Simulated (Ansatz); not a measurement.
What does this script print? It uses Ansatz 0.2.0 through its Python package.

Input file `hfb12.extxyz`:
```text
13
Lattice="0.0 3.68507553 3.68507553 3.68507553 0.0 3.68507553 3.68507553 3.68507553 0.0" Properties=species:S:1:pos:R:3 pbc="T T T"
Hf    0.00000000    0.00000000    0.00000000
B     4.93641508    3.68507553    4.93641508
B     3.68507553    4.93641508    4.93641508
B     3.68507553    2.43373598    4.93641508
B     4.93641508    3.68507553    2.43373598
B     2.43373598    3.68507553    4.93641508
B     4.93641508    4.93641508    3.68507553
B     4.93641508    2.43373598    3.68507553
B     3.68507553    4.93641508    2.43373598
B     2.43373598    2.43373598    3.68507553
B     2.43373598    4.93641508    3.68507553
B     3.68507553    2.43373598    2.43373598
B     2.43373598    3.68507553    2.43373598
```

`hfb12.py`
```python
"""SCF run for HfB12."""

from dataclasses import dataclass
import warnings

import ansatz as az
import numpy as np


@dataclass
class Settings:
    smearing: str = "fermi_dirac"
    width_ev: float = 0.1


settings = Settings()


def main() -> None:
    warnings.simplefilter("ignore", az.DeckWarning)

    system = az.Crystal.from_extxyz("hfb12.extxyz")

    # the calculation
    setup = (
        system.calculation()
        .functional(az.Functional.PBESOL)
        .basis(16 * az.Ha)
        .kpoints(6)
        .occupations(settings.smearing, width=settings.width_ev)
        .compute(band_table=True, density_of_states={"energy_step": 0.2, "nscf_kmesh_spacing": 0.24})
    )
    outcome = setup.run(threads=1, backend="cpu")
    data = outcome.report

    n_atoms = len(data["lattice"]["sites"])
    print("F =", round(data["free_energy_ev"], 4), "eV for", n_atoms, "atoms")
    print("E(sigma -> 0) =", round(data["energy_sigma0_ev"], 4), "eV, TS =", round(data["entropy_ts_ev"], 5), "eV")
    print("closed by", data["closed_by"], "after", data["n_iterations"], "iterations")

    print(len(data["kpoints_frac"]), "irreducible k-points (fractions, weight)")
    for k, weight in list(zip(data["kpoints_frac"], data["kweights"]))[:8]:
        print("  {:8.4f} {:8.4f} {:8.4f}".format(*k), f"{weight:10.6f}")

    table = np.array(data["eigenvalues_ev"]) - data["fermi_energy_ev"]
    filling = np.array(data["occupations"])
    weights = np.tile(data["kweights"], len(table) // len(data["kweights"]))
    print("band   lowest  highest (eV from E_F)  electrons")
    for band in range(table.shape[1]):
        if table[:, band].max() > -8:
            print(f"{band + 1:4d} {table[:, band].min():8.3f} {table[:, band].max():8.3f} {weights @ filling[:, band]:18.4f}")
    print("electrons counted from the table:", round(float(weights @ filling.sum(axis=1)), 5))

    gap = None if "band_edges_ev" not in data else data["band_edges_ev"][1] - data["band_edges_ev"][0]
    print("gap on the k mesh:", "withheld (metal, or smearing too wide to tell)" if gap is None else f"{gap:.3f} eV")
    print("lowest empty less highest filled band, by band count:", round(data["gap_by_band_count_ev"], 3), "eV")

    dos = outcome.density_of_states()
    energy = np.asarray(dos.energies_ev) - dos.fermi_ev
    top = min(levels[-1] for levels in data["eigenvalues_ev"]) - dos.fermi_ev  # the computed bands end here
    total = np.asarray(dos.spin_summed_g_bin_mean_per_ev)
    print("E - E_F (eV)   states/eV")
    for e in np.arange(-8, min(4, top), 0.5):
        print(f"{e:8.1f} {np.interp(e, energy, total):12.3f}")


if __name__ == "__main__":
    main()
```

Output of `python hfb12.py`:
```text
F = -17432.5819 eV for 13 atoms
E(sigma -> 0) = -17432.5512 eV, TS = 0.06143 eV
closed by deck_thresholds after 7 iterations
16 irreducible k-points (fractions, weight)
    0.0000   0.0000   0.0000   0.004630
    0.0000   0.0000   0.1667   0.037037
    0.0000   0.0000   0.3333   0.037037
    0.0000   0.0000  -0.5000   0.018519
    0.0000   0.1667   0.1667   0.027778
    0.0000   0.1667   0.3333   0.111111
    0.0000   0.1667  -0.5000   0.111111
    0.0000   0.1667  -0.3333   0.111111
band   lowest  highest (eV from E_F)  electrons
  17   -9.733   -7.744             2.0000
  18   -9.068   -6.465             2.0000
  19   -8.692   -6.150             2.0000
  20   -7.707   -5.884             2.0000
  21   -7.707   -4.888             2.0000
  22   -7.706   -4.884             2.0000
  23   -5.765   -4.190             2.0000
  24   -5.184   -3.901             2.0000
  25   -5.184   -3.733             2.0000
  26   -4.471   -1.943             2.0000
  27   -3.596   -1.943             2.0000
  28   -3.446   -1.943             2.0000
  29   -2.778   -1.292             2.0000
  30   -2.592   -1.292             2.0000
  31   -2.506    2.544             1.2428
  32   -1.973    2.544             0.7557
  33    0.497    2.961             0.0015
  34    1.793    3.215             0.0000
  35    2.327    3.836             0.0000
  36    2.698    4.009             0.0000
  37    3.244    4.449             0.0000
  38    3.415    4.883             0.0000
  39    3.810    5.165             0.0000
  40    4.435    5.554             0.0000
  41    4.535    6.473             0.0000
  42    4.569    6.660             0.0000
  43    5.492    6.705             0.0000
  44    5.492    7.075             0.0000
electrons counted from the table: 62.0
gap on the k mesh: withheld (metal, or smearing too wide to tell)
lowest empty less highest filled band, by band count: -4.517 eV
E - E_F (eV)   states/eV
    -8.0        2.673
    -7.5        4.207
    -7.0        2.597
    -6.5        4.195
    -6.0        2.864
    -5.5        3.307
    -5.0        3.697
    -4.5        5.652
    -4.0        3.028
    -3.5        6.150
    -3.0        6.011
    -2.5        5.550
    -2.0        3.326
    -1.5        1.087
    -1.0        0.989
    -0.5        1.204
     0.0        1.478
     0.5        1.260
     1.0        1.474
     1.5        1.897
     2.0        3.428
     2.5        2.257
     3.0        4.907
     3.5        4.487
```

Notes:
- Absolute energies stand on the zero of these potentials, so only differences at equal settings mean something. A total without «per atom» is that of the cell as typed.
- The mesh is modest for a metal, so energies can be off by several to tens of meV an atom and pressures by half a GPa or more; differences at equal mesh fare better.
- A gap by band count of zero or less means overlapping bands, a metal.
- This cell is a computed structure, which may not be the phase found in nature.
- Levels are Kohn-Sham eigenvalues on this mesh, without spin-orbit coupling.
- The computed bands are complete only to about 5.5 eV above the Fermi level; beyond that the density of states is undercounted.
- The whole script took 8 s on 1 thread of Arm Neoverse V1, on a shared host, peak memory 0.44 GiB.

(Lines on the test bed's own set-up are left out of the output.)
